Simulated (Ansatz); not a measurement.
# HOF (hypofluorous acid) at CAM-B3LYP/STO-3G

What is the electronic atomisation energy of HOF (hypofluorous acid) at CAM-B3LYP/STO-3G? 

Program for the calculation: Ansatz 0.2.0.

41 further runs of the same task are left out: 1 that didn't finish, 40 set aside as unsound or not needed.

## (1) The structure to begin with

HOF has 3 atoms, charge 0, and is taken as a singlet. As SMILES, `OF`. Geometry: relaxed at GFN2-xTB.

Bond lengths: O1–F2 1.386 Å, O1–H3 0.971 Å. Angles: F2–O1–H3 102.3°.

## (2) The energy at CAM-B3LYP/STO-3G

in.yaml reads:

```yaml
crystal:
  periodic: [false, false, false]
  atoms:
    - {symbol: O, position_ang: [0.414430, -0.197140, 0.208800]}
    - {symbol: F, position_ang: [-0.212000, 1.020440, -0.004820]}
    - {symbol: H, position_ang: [-0.202430, -0.823300, -0.203980]}
basis:
  gaussian: {orbitals: STO-3G}
accuracy: high
hamiltonian: {xc: {name: CAM-B3LYP}}
```

The run is started by

```sh
$ ansatz run in.yaml --threads 1 --pin off --max-ram 2610MiB --events-out events.jsonl --progress --plain --runs-dir runs
```

Log:

```text
Warning: RAYON_NUM_THREADS=1 ignored (pool sized by the plan → 1); use --threads N
Functional definition: CAM-B3LYP
  name "CAM-B3LYP"
  parameter alpha = 0.19
  parameter beta = 0.46
  parameter omega = 0.33/bohr
  parameter ac = 0.81
  exchange = (1 - alpha - beta)*b88_x + beta*b88_x_sr(omega) + alpha*exact_x + beta*exact_x_lr(omega)
  correlation = (1 - ac)*vwn5_c + ac*lyp_c
168 factors; integrals over basis functions are off by at most 3.5e-8 eV
94 factors; integrals over basis functions are off by at most 8.7e-10 eV
mean field evaluation 1: about -4707.0607 eV, gradient 8.9e0 eV
mean field evaluation 2: about -4707.4060 eV, gradient 1.0e0 eV
mean field evaluation 4: about -4707.4100 eV, gradient 1.0e-1 eV
mean field evaluation 8: about -4707.4064 eV, gradient 4.1e-4 eV
mean field evaluation 16: about -4707.4064 eV, gradient 1.3e-8 eV
mean field -4707.40643822 eV, -172.9939958101 hartree, gradient 1.3e-8 eV, S^2 0.000000; 0 other end points of the search recorded, 0 dependent functions left out
reference -4707.40644586 eV, -172.9939960907 hartree; 9, 9 occupied and 2, 2 virtual orbitals, 168 factors
Total energy: -4707.40644586 eV, -172.9939960907 hartree
```

It took 0.48 s on 1 thread of Arm Neoverse V2, shared host.

## (3) The F atom, same level

run.yaml reads:

```yaml
crystal:
  periodic: [false, false, false]
  atoms:
    - {symbol: F, position_ang: [0.000000, 0.000000, 0.000000]}
basis:
  gaussian: {orbitals: STO-3G}
magnetization: {spin_polarized: true, initial_magnetization: 1}
hamiltonian: {xc: {name: CAM-B3LYP}}
accuracy: high
```

Run the same way, it converges to -98.23985 Eh (log not shown).

## (4) The H atom, same level

in.yaml reads:

```yaml
crystal:
  periodic: [false, false, false]
  atoms:
    - {symbol: H, position_ang: [0.000000, 0.000000, 0.000000]}
basis:
  gaussian:
    orbitals: STO-3G
total_charge: 0
accuracy: high
magnetization:
  spin_polarized: true
  initial_magnetization: 1
hamiltonian:
  xc: {name: CAM-B3LYP}
```

Run the same way, it converges to -0.46260 Eh (log not shown).

## (5) The O atom

job.yaml reads:

```yaml
crystal:
  periodic: [false, false, false]
  atoms:
    - {symbol: O, position_ang: [0.000000, 0.000000, 0.000000]}
basis:
  gaussian:
    orbitals: STO-3G
magnetization:
  spin_polarized: true
  initial_magnetization: 2
hamiltonian:
  xc: {name: CAM-B3LYP}
accuracy: high
```

The run is started by

```sh
$ ansatz run job.yaml --threads 1 --pin off --max-ram 2610MiB --events-out events.jsonl --progress --plain --runs-dir runs
```

Log, shortened:

```text
Warning: RAYON_NUM_THREADS=1 ignored (pool sized by the plan → 1); use --threads N
[... 8 set-up lines as earlier in the session ...]
15 factors; integrals over basis functions are off by at most 1.1e-9 eV
15 factors; integrals over basis functions are off by at most 3.2e-10 eV
mean field evaluation 1: about -2013.8448 eV, gradient 7.5e-12 eV
mean field evaluation 2: about -2013.8454 eV, gradient 9.8e-12 eV
mean field -2013.84542189 eV, -74.0074542210 hartree, gradient 0.0e0 eV, S^2 2.000000; 0 other end points of the search recorded, 0 dependent functions left out
reference -2013.84542680 eV, -74.0074544013 hartree; 5, 3 occupied and 0, 2 virtual orbitals, 15 factors
Total energy: -2013.84542680 eV, -74.0074544013 hartree
```

Run time: 0.2 s. Hardware: 1 thread of Arm Neoverse V2, shared host.

## (6) Summary of results

Level: CAM-B3LYP/STO-3G.

```
                     quantity          value
       molecule: total energy  -172.99400 Eh
         F atom: total energy   -98.23985 Eh
                 F atom: ⟨S²⟩          0.750
         H atom: total energy    -0.46260 Eh
                 H atom: ⟨S²⟩          0.750
         O atom: total energy   -74.00745 Eh
                 O atom: ⟨S²⟩          2.000
electronic atomisation energy       7.730 eV
```

What this shows: Taking the molecule apart into free atoms costs 7.73 eV (178 kcal/mol), before zero-point energy and without spin-orbit coupling. In a minimal basis such a difference can be off by several eV, whatever the method.
